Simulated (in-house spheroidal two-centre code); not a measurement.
**Orbitals of one electron and two point charges (charges 0.9 and 0.9)**

Which orbitals hold the two charges together, and at what distance?

The Schrödinger equation separates in prolate spheroidal coordinates and is solved to numerical exactness by an in-house code (fixed charges, no relativity; hartree and bohr). An orbital is fixed by its nodes in ξ and η and by m, and named after its united-atom limit. The code writes a record and no log. All values are calculated.

### 1 The system

Point charges Z1 = 0.9 and Z2 = 0.9 at distance R, one electron. Orbitals run (a selection, each on a grid of distances scaled to its size): 1sσg, 2sσg, 2pσu, 2pπu, 3sσg, 3pσu, 3dσg, 3pπu, 3dπg, 3dδg, 4pσu, 4dσg, 4fσu, 4pπu, 4dπg, 4fπu, 4dδg, 4fδu, 4fφu, 5gσg, 5gπg.

### 2 The orbital 1sσg

Input file settings:

```
Z1 = 0.9
Z2 = 0.9
xi_nodes = 0
eta_nodes = 0
m = 0
```

### 3 The orbital 2sσg

Input file settings:

```
Z1 = 0.9
Z2 = 0.9
xi_nodes = 1
eta_nodes = 0
m = 0
```

### 4 The orbital 3pσu

Input file settings:

```
Z1 = 0.9
Z2 = 0.9
xi_nodes = 1
eta_nodes = 1
m = 0
```

### 5 The orbital 3pπu

Input file settings:

```
Z1 = 0.9
Z2 = 0.9
xi_nodes = 1
eta_nodes = 0
m = 1
```

(Steps that only read results are left out.)

What does the calculation give? Wanted: orbitals with a minimum on the grid; ground orbital.

**Answer**, as computed:

```
                                         quantity                                                                                                                                                                                                                                                                                                                                                                  value
orbitals with a minimum on the grid (the deepest)  1sσg (1.96 bohr), 2sσg (62.33 bohr), 2pσu (8.75 bohr), 2pπu (7.64 bohr), 3pσu (62.33 bohr), 3dσg (9.44 bohr), 3pπu (98.39 bohr), 3dπg (20.11 bohr), 3dδg (17.02 bohr), 4pσu (185.41 bohr), 4dσg (17.80 bohr), 4fσu (21.73 bohr), 4dπg (98.39 bohr), 4fπu (19.71 bohr), 4dδg (138.95 bohr), 4fδu (35.48 bohr), 4fφu (30.10 bohr), 5gσg (26.00 bohr), 5gπg (36.52 bohr)
                                   ground orbital                                                                                                                                                                                                                                                                                             minimum at 1.964 bohr, -0.53127 hartree, 3.44 eV under the separated limit
```

The ground orbital binds the charges. Of the 21 orbitals, 19 have a minimum that the grid shows; very shallow wells can escape it. With both charges under 1 the long-range force attracts, so the others have theirs farther out. At large R the g and u partners draw together, as the electron can sit on either charge.
